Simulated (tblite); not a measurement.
# C4H15GeNSi: the cost of one run

Computed with tblite 0.8.0 and PySCF 2.14.0, with density-fitted response routines of our own, on a single molecule in the gas phase. Atoms are numbered from 0 throughout.

## (1) Starting geometry

22 atoms, charge 0, multiplicity 1; geometry from: force field or distance geometry start.

Bonds of the start (Å): C0–C1 1.53, C1–C2 1.55, C1–C3 1.55, C1–N4 1.50, N4–Si5 1.81, N4–Ge6 1.88, C0–H7 1.11, C0–H8 1.12, C0–H9 1.11, C2–H10 1.12, C2–H11 1.10, C2–H12 1.10, C3–H13 1.10, C3–H14 1.12, C3–H15 1.12, Si5–H16 1.47, Si5–H17 1.47, Si5–H18 1.47, Ge6–H19 1.55, Ge6–H20 1.56, Ge6–H21 1.55.

## (2) Optimising the geometry with GFN2-xTB

What the job is given:

```
{"job": {"kind": "relax", "xc": "GFN2-xTB", "basis": "xTB"}, "charge": 0, "multiplicity": 1}
C     -1.512000     0.991900    -0.865800
C     -0.686400    -0.046500    -0.099600
C     -1.321400    -1.433000    -0.360100
C     -0.784400     0.261300     1.417200
N      0.726600    -0.050000    -0.588100
Si     1.620400     1.519200    -0.461500
Ge     1.848700    -1.354600     0.164100
H     -1.370000     0.875500    -1.955600
H     -2.599000     0.884600    -0.638400
H     -1.246000     2.029900    -0.579200
H     -2.428500    -1.405000    -0.173900
H     -0.919000    -2.218300     0.301800
H     -1.171700    -1.729200    -1.410500
H     -0.380100     1.258700     1.664500
H     -1.850300     0.243400     1.750900
H     -0.244700    -0.499400     2.043000
H      0.951600     2.586600    -1.212800
H      1.791100     1.900200     0.949800
H      2.963800     1.368100    -1.041700
H      3.257400    -1.264600    -0.476700
H      2.020200    -1.115500     1.693800
H      1.323400    -2.784000    -0.122000
```

Command:

```console
$ OMP_NUM_THREADS=1 python probes_run.py task.json out
```

This one command runs all jobs of the session in turn.

Q: Estimate the wall time of this first job on 1 thread of Arm Neoverse V1, shared host.

About 1.2 s.
